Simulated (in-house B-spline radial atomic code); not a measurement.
# Mo⁴⁺: excited configurations

How much energy does it take to promote electrons of Mo⁴⁺ to other shells? Each configuration is solved by itself and compared with the reference.

Method: Dirac-Hartree-Fock, average of configuration, Fermi nucleus, basis-set limit. Code: in-house B-spline radial atomic code version 1.

## Step 1: Starting point

| Quantity | Value |
| --- | --- |
| element | molybdenum (Z = 42) |
| charge | +4 |
| electrons | 38 |
| configuration | [Kr] 4d2 |
| Hamiltonian | Dirac-Coulomb |
| nucleus | Fermi, rms radius 4.409 fm |

Outer shells as boxes (Hund's rule):

[Kr] 4d2
```
[Kr] core
4d [↑ ][↑ ][  ][  ][  ]
```

The boxes draw the filling by Hund's rule, which heavy ions in jj coupling don't follow; these runs average over all states of the configuration.

Input settings:

```ini
Z = 42
electrons = 38.0
configuration = [Kr] 4d2
hamiltonian = dirac
method = hf
spin_polarised = False
nucleus = fermi
rms_radius = 4.4091
mass_number = 98
atomic_mass = 97.905403609
speed_of_light = 137.035999084
```

This reference run was done before. Its total energy is -4044.099770 hartree, and its levels are (the highest eight at most):

| orbital | occupation | energy (eV) | <r> (bohr) |
| --- | --- | --- | --- |
| 3p3/2 | 4 | -466.31 | 0.4311 |
| 3d3/2 | 4 | -301.09 | 0.4118 |
| 3d5/2 | 6 | -297.67 | 0.4152 |
| 4s1/2 | 2 | -126.80 | 1.094 |
| 4p1/2 | 2 | -96.219 | 1.182 |
| 4p3/2 | 4 | -93.422 | 1.206 |
| 4d3/2 | 0.8 | -53.109 | 1.516 |
| 4d5/2 | 1.2 | -52.822 | 1.526 |

## Step 2: Run with [Ar] 3d9 4s2 4p6 4d2 8s1

Settings: those of step 1 with these lines changed.

```diff
@@ -2,3 +2,3 @@
 electrons = 38.0
-configuration = [Kr] 4d2
+configuration = [Ar] 3d9 4s2 4p6 4d2 8s1
 hamiltonian = dirac
```

Results of the run (chosen fields of its result record, rounded):

```text
{
  "status": "converged",
  "iterations": 9,
  "energy [hartree]": {"total": -4033.81724009, "kinetic": 4184.55528087, "nuclear": -9641.69370674, "coulomb": 1540.32390115, "exact_exchange": -117.002715364},
  "breit [hartree]": {"gaunt": 2.69209, "retardation": -0.2670053, "frequency_dependence": -0.01697598},
  "qed [hartree]": {"self_energy": 1.810993, "uehling": -0.2071017, "wichmann_kroll": 0.003120626},
  "recoil [hartree]": 0.01598535,
  "total_with_corrections [hartree]": -4029.78613332,
  "orbitals [hartree, bohr; first row names the columns]": [
    ["name", "occ", "eps", "<r>"],
    ["1s1/2", 2.0, -742.85836, 0.035157],
    ["2s1/2", 2.0, -110.6668, 0.15299],
    ["2p1/2", 2.0, -101.73234, 0.13077],
    ["2p3/2", 4.0, -97.791445, 0.13528],
    ["3s1/2", 2.0, -22.544344, 0.42246],
    ["3p1/2", 2.0, -19.076955, 0.41704],
    ["3p3/2", 4.0, -18.389639, 0.42673],
    ["3d3/2", 3.6, -12.42832, 0.40395],
    ["3d5/2", 5.4, -12.298943, 0.40715],
    ["4s1/2", 2.0, -5.3693199, 1.0575],
    ["4p1/2", 2.0, -4.20063, 1.1311],
    ["4p3/2", 4.0, -4.0866031, 1.1535],
    ["4d3/2", 0.8, -2.513437, 1.3853],
    ["4d5/2", 1.2, -2.4999214, 1.3938],
    ["8s1/2", 1.0, -0.36090758, 10.438]
  ],
  "sum_r [bohr^k]": {"-1": 229.5654, "1": 30.42758, "2": 140.7616},
  "energy_minus_base [hartree]": 10.28253,
  "energy_minus_base_with_corrections [hartree]": 10.2815927
}
```

Wall time 1.4 s (1 thread, shared host).

energy_minus_base is the energy less that of the reference run.

## Step 3: Run with [Ar] 3d9 4s2 4p6 4d2 6g1

Settings: those of step 2 with these lines changed.

```diff
@@ -2,3 +2,3 @@
 electrons = 38.0
-configuration = [Ar] 3d9 4s2 4p6 4d2 8s1
+configuration = [Ar] 3d9 4s2 4p6 4d2 6g1
 hamiltonian = dirac
```

From the record:

```text
{
  "status": "converged",
  "iterations": 9,
  "energy [hartree]": {"total": -4033.80468388, "kinetic": 4184.53646806, "nuclear": -9642.27568252, "coulomb": 1540.93181898, "exact_exchange": -116.997288402},
  "breit [hartree]": {"gaunt": 2.69204, "retardation": -0.2670014, "frequency_dependence": -0.01697673},
  "qed [hartree]": {"self_energy": 1.810938, "uehling": -0.2070958, "wichmann_kroll": 0.003120539},
  "recoil [hartree]": 0.01598551,
  "total_with_corrections [hartree]": -4029.77367341,
  "orbitals [hartree, bohr; first row names the columns]": [
    ["name", "occ", "eps", "<r>"],
    ["1s1/2", 2.0, -742.84346, 0.035157],
    ["2s1/2", 2.0, -110.65116, 0.15299],
    ["2p1/2", 2.0, -101.71696, 0.13077],
    ["2p3/2", 4.0, -97.776053, 0.13528],
    ["3s1/2", 2.0, -22.527891, 0.42246],
    ["3p1/2", 2.0, -19.060806, 0.41703],
    ["3p3/2", 4.0, -18.373467, 0.42672],
    ["3d3/2", 3.6, -12.412267, 0.40394],
    ["3d5/2", 5.4, -12.282883, 0.40713],
    ["4s1/2", 2.0, -5.3507105, 1.0574],
    ["4p1/2", 2.0, -4.1822811, 1.1308],
    ["4p3/2", 4.0, -4.0681825, 1.1531],
    ["4d3/2", 0.8, -2.4944888, 1.3843],
    ["4d5/2", 1.2, -2.4809462, 1.3928],
    ["6g7/2", 0.44444, -0.34833445, 8.7449],
    ["6g9/2", 0.55556, -0.34834024, 8.7446]
  ],
  "sum_r [bohr^k]": {"-1": 229.5793, "1": 28.72984, "2": 105.6802},
  "energy_minus_base [hartree]": 10.2950862,
  "energy_minus_base_with_corrections [hartree]": 10.2940526
}
```

Wall time 1.5 s (1 thread, shared host).

## Step 4: [Ar] 3d10 4s2 4p5 4d2 6f1

Settings: those of step 3 with these lines changed.

```diff
@@ -2,3 +2,3 @@
 electrons = 38.0
-configuration = [Ar] 3d9 4s2 4p6 4d2 6g1
+configuration = [Ar] 3d10 4s2 4p5 4d2 6f1
 hamiltonian = dirac
```

From the record:

```text
{
  "status": "converged",
  "iterations": 9,
  "energy [hartree]": {"total": -4041.05445375, "kinetic": 4191.43095361, "nuclear": -9679.5471524, "coulomb": 1565.87455352, "exact_exchange": -118.812808482},
  "breit [hartree]": {"gaunt": 2.691809, "retardation": -0.2666657, "frequency_dependence": -0.01686381},
  "qed [hartree]": {"self_energy": 1.809733, "uehling": -0.2069949, "wichmann_kroll": 0.003119002},
  "recoil [hartree]": 0.0159643,
  "total_with_corrections [hartree]": -4037.02435282,
  "orbitals [hartree, bohr; first row names the columns]": [
    ["name", "occ", "eps", "<r>"],
    ["1s1/2", 2.0, -741.90811, 0.035156],
    ["2s1/2", 2.0, -109.64572, 0.15304],
    ["2p1/2", 2.0, -100.71589, 0.13083],
    ["2p3/2", 4.0, -96.774797, 0.13535],
    ["3s1/2", 2.0, -21.855946, 0.42559],
    ["3p1/2", 2.0, -18.400411, 0.42144],
    ["3p3/2", 4.0, -17.72618, 0.43143],
    ["3d3/2", 4.0, -11.661359, 0.41123],
    ["3d5/2", 6.0, -11.535277, 0.41461],
    ["4s1/2", 2.0, -5.1077761, 1.0793],
    ["4p1/2", 1.6667, -4.021692, 1.158],
    ["4p3/2", 3.3333, -3.9156524, 1.1807],
    ["4d3/2", 0.8, -2.372958, 1.4399],
    ["4d5/2", 1.2, -2.3607341, 1.4484],
    ["6f5/2", 0.42857, -0.37775884, 8.5998],
    ["6f7/2", 0.57143, -0.37779223, 8.5999]
  ],
  "sum_r [bohr^k]": {"-1": 230.4667, "1": 28.24596, "2": 104.164},
  "energy_minus_base [hartree]": 3.04531637,
  "energy_minus_base_with_corrections [hartree]": 3.04337317
}
```

Run time: 1.5 s. Hardware: 1 thread, shared host.

Radial density 4πr²n(r) and radial functions P(r) = rR(r):

| r (bohr) | 4πr²n | 4p3/2 | 4d5/2 | 6f7/2 |
| --- | --- | --- | --- | --- |
| 0.00395 | 8.901 | 0.0051 | 0.0000 | 0.0000 |
| 0.00633 | 17.89 | 0.0122 | 0.0001 | 0.0000 |
| 0.0101 | 31.79 | 0.0284 | 0.0005 | 0.0000 |
| 0.0162 | 47.22 | 0.0635 | 0.0020 | 0.0000 |
| 0.0260 | 53.47 | 0.1313 | 0.0072 | 0.0000 |
| 0.0415 | 46.71 | 0.2364 | 0.0238 | 0.0001 |
| 0.0665 | 50.09 | 0.3396 | 0.0710 | 0.0003 |
| 0.106 | 65.56 | 0.2994 | 0.1766 | 0.0013 |
| 0.170 | 48.23 | -0.0520 | 0.3438 | 0.0054 |
| 0.273 | 45.17 | -0.5079 | 0.4413 | 0.0184 |
| 0.436 | 41.89 | -0.3266 | 0.2082 | 0.0502 |
| 0.699 | 12.91 | 0.6041 | -0.4073 | 0.1147 |
| 1.12 | 9.805 | 1.0502 | -0.8928 | 0.2084 |
| 1.79 | 2.702 | 0.5204 | -0.7064 | 0.2516 |
| 2.86 | 0.1192 | 0.0730 | -0.2144 | 0.0278 |
| 4.59 | 0.08800 | 0.0015 | -0.0152 | -0.2959 |
| 7.34 | 0.05061 | 0.0000 | -0.0001 | 0.2251 |
| 11.7 | 0.09359 | 0.0000 | 0.0000 | 0.3059 |
| 18.8 | 0.0002462 | 0.0000 | 0.0000 | 0.0157 |
| 30.1 | 2.832e-10 | 0.0000 | 0.0000 | 0.0000 |

Clear maxima of the radial density (full grid of the record): 0.026, 0.11, 0.34, 4.6, 9.3 bohr.

## Step 5: Run with [Ar] 3d9 4s2 4p6 4d2 8g1

Settings: those of step 4 with these lines changed.

```diff
@@ -2,3 +2,3 @@
 electrons = 38.0
-configuration = [Ar] 3d10 4s2 4p5 4d2 6f1
+configuration = [Ar] 3d9 4s2 4p6 4d2 8g1
 hamiltonian = dirac
```

From the record:

```text
{
  "status": "converged",
  "iterations": 9,
  "energy [hartree]": {"total": -4033.65233134, "kinetic": 4184.38411299, "nuclear": -9639.70624013, "coulomb": 1538.66705136, "exact_exchange": -116.99725556},
  "breit [hartree]": {"gaunt": 2.692041, "retardation": -0.2670015, "frequency_dependence": -0.01697674},
  "qed [hartree]": {"self_energy": 1.810938, "uehling": -0.2070958, "wichmann_kroll": 0.003120538},
  "recoil [hartree]": 0.01598465,
  "total_with_corrections [hartree]": -4029.62132126,
  "orbitals [hartree, bohr; first row names the columns]": [
    ["name", "occ", "eps", "<r>"],
    ["1s1/2", 2.0, -742.90464, 0.035157],
    ["2s1/2", 2.0, -110.71235, 0.15299],
    ["2p1/2", 2.0, -101.77814, 0.13077],
    ["2p3/2", 4.0, -97.837234, 0.13528],
    ["3s1/2", 2.0, -22.589095, 0.42246],
    ["3p1/2", 2.0, -19.122009, 0.41703],
    ["3p3/2", 4.0, -18.434672, 0.42672],
    ["3d3/2", 3.6, -12.47347, 0.40394],
    ["3d5/2", 5.4, -12.344087, 0.40713],
    ["4s1/2", 2.0, -5.4119697, 1.0574],
    ["4p1/2", 2.0, -4.2435365, 1.1308],
    ["4p3/2", 4.0, -4.1294374, 1.1531],
    ["4d3/2", 0.8, -2.5557012, 1.3841],
    ["4d5/2", 1.2, -2.5421556, 1.3926],
    ["8g7/2", 0.44444, -0.19598223, 17.113],
    ["8g9/2", 0.55556, -0.19598593, 17.113]
  ],
  "sum_r [bohr^k]": {"-1": 229.5181, "1": 37.09785, "2": 350.5892},
  "energy_minus_base [hartree]": 10.4474388,
  "energy_minus_base_with_corrections [hartree]": 10.4464047
}
```

Wall time 1.8 s (1 thread, shared host).

## Step 6: Configuration [Kr] 4d1 8p1

Settings: those of step 5 with these lines changed.

```diff
@@ -2,3 +2,3 @@
 electrons = 38.0
-configuration = [Ar] 3d9 4s2 4p6 4d2 8g1
+configuration = [Kr] 4d1 8p1
 hamiltonian = dirac
```

From the record:

```text
{
  "status": "converged",
  "iterations": 9,
  "energy [hartree]": {"total": -4042.50180241, "kinetic": 4192.97790416, "nuclear": -9684.44131686, "coulomb": 1568.59867235, "exact_exchange": -119.637062067},
  "breit [hartree]": {"gaunt": 2.694811, "retardation": -0.2671365, "frequency_dependence": -0.01691368},
  "qed [hartree]": {"self_energy": 1.809748, "uehling": -0.2069854, "wichmann_kroll": 0.003118872},
  "recoil [hartree]": 0.01596983,
  "total_with_corrections [hartree]": -4038.46918973,
  "orbitals [hartree, bohr; first row names the columns]": [
    ["name", "occ", "eps", "<r>"],
    ["1s1/2", 2.0, -741.80111, 0.035156],
    ["2s1/2", 2.0, -109.57419, 0.15305],
    ["2p1/2", 2.0, -100.64166, 0.13083],
    ["2p3/2", 4.0, -96.701316, 0.13535],
    ["3s1/2", 2.0, -21.797197, 0.42566],
    ["3p1/2", 2.0, -18.344809, 0.42099],
    ["3p3/2", 4.0, -17.670759, 0.43094],
    ["3d3/2", 4.0, -11.596854, 0.4116],
    ["3d5/2", 6.0, -11.470814, 0.41498],
    ["4s1/2", 2.0, -5.1380396, 1.0828],
    ["4p1/2", 2.0, -3.9931104, 1.1637],
    ["4p3/2", 4.0, -3.8871444, 1.1868],
    ["4d3/2", 0.4, -2.3923571, 1.4484],
    ["4d5/2", 0.6, -2.3806812, 1.457],
    ["8p1/2", 0.33333, -0.32691193, 11.334],
    ["8p3/2", 0.66667, -0.32470481, 11.413]
  ],
  "sum_r [bohr^k]": {"-1": 230.5832, "1": 30.81306, "2": 163.0009},
  "energy_minus_base [hartree]": 1.5979677,
  "energy_minus_base_with_corrections [hartree]": 1.59853626
}
```

Run time: 1.4 s. Hardware: 1 thread, shared host.

## Step 7: [Ar] 3d10 4s2 4p5 4d2 5g1

Settings: those of step 6 with these lines changed.

```diff
@@ -2,3 +2,3 @@
 electrons = 38.0
-configuration = [Kr] 4d1 8p1
+configuration = [Ar] 3d10 4s2 4p5 4d2 5g1
 hamiltonian = dirac
```

From the record:

```text
{
  "status": "converged",
  "iterations": 9,
  "energy [hartree]": {"total": -4041.17806321, "kinetic": 4191.55656834, "nuclear": -9681.31418762, "coulomb": 1567.38474086, "exact_exchange": -118.80518478},
  "breit [hartree]": {"gaunt": 2.691863, "retardation": -0.2666732, "frequency_dependence": -0.01686425},
  "qed [hartree]": {"self_energy": 1.80974, "uehling": -0.2069954, "wichmann_kroll": 0.00311901},
  "recoil [hartree]": 0.01596525,
  "total_with_corrections [hartree]": -4037.14790888,
  "orbitals [hartree, bohr; first row names the columns]": [
    ["name", "occ", "eps", "<r>"],
    ["1s1/2", 2.0, -741.86625, 0.035156],
    ["2s1/2", 2.0, -109.60458, 0.15304],
    ["2p1/2", 2.0, -100.67462, 0.13083],
    ["2p3/2", 4.0, -96.733564, 0.13535],
    ["3s1/2", 2.0, -21.81607, 0.4256],
    ["3p1/2", 2.0, -18.360475, 0.42145],
    ["3p3/2", 4.0, -17.68627, 0.43143],
    ["3d3/2", 4.0, -11.621234, 0.41123],
    ["3d5/2", 6.0, -11.495161, 0.41461],
    ["4s1/2", 2.0, -5.066533, 1.0787],
    ["4p1/2", 1.6667, -3.979553, 1.157],
    ["4p3/2", 3.3333, -3.873318, 1.1796],
    ["4d3/2", 0.8, -2.3280187, 1.4365],
    ["4d5/2", 1.2, -2.3157199, 1.445],
    ["5g7/2", 0.44444, -0.5012859, 5.4635],
    ["5g9/2", 0.55556, -0.50129023, 5.4633]
  ],
  "sum_r [bohr^k]": {"-1": 230.5088, "1": 25.09615, "2": 51.7216},
  "energy_minus_base [hartree]": 2.92170691,
  "energy_minus_base_with_corrections [hartree]": 2.91981712
}
```

Wall time 1.4 s (1 thread, shared host).

## Step 8: Energies above the reference

| net move | configuration | energy above the reference (eV) | with Breit, QED, recoil (eV) | largest <r> (bohr) |
| --- | --- | --- | --- | --- |
| 4d → 8p | [Kr] 4d1 8p1 | 43.483 | 43.498 | 11.4 |
| 4p → 5g | [Ar] 3d10 4s2 4p5 4d2 5g1 | 79.504 | 79.452 | 5.46 |
| 4p → 6f | [Ar] 3d10 4s2 4p5 4d2 6f1 | 82.867 | 82.814 | 8.60 |
| 3d → 8s | [Ar] 3d9 4s2 4p6 4d2 8s1 | 279.80 | 279.78 | 10.4 |
| 3d → 6g | [Ar] 3d9 4s2 4p6 4d2 6g1 | 280.14 | 280.12 | 8.74 |
| 3d → 8g | [Ar] 3d9 4s2 4p6 4d2 8g1 | 284.29 | 284.26 | 17.1 |

Quantum defects of the promoted electron, δ = n − ζ/√(−2ε) with ζ = 5 and ε its orbital energy in hartree:

| promotion | δ |
| --- | --- |
| 4d → 8p | 1.802 |
| 4p → 5g | 0.006 |
| 4p → 6f | 0.248 |
| 3d → 8s | 2.115 |
| 3d → 6g | 0.010 |
| 3d → 8g | 0.014 |

The lowest of them is 4d → 8p at 43.483 eV and the highest 3d → 8g at 284.29 eV. 5 of them lie more than 2 % above the ionisation threshold that Koopmans' theorem gives (52.822 eV), where such states can decay by emitting an electron. Of those tabulated, the defect is largest for 8s (2.11) and least for 5g (0.01): low angular momentum penetrates the core, high angular momentum stays outside it. Two partly filled shells share a symmetry and can mix in the average, which may lower the energy, for: 3d → 8s; 3d → 6g; 3d → 8g. These are averages over configurations, without correlation, not spectroscopic levels.
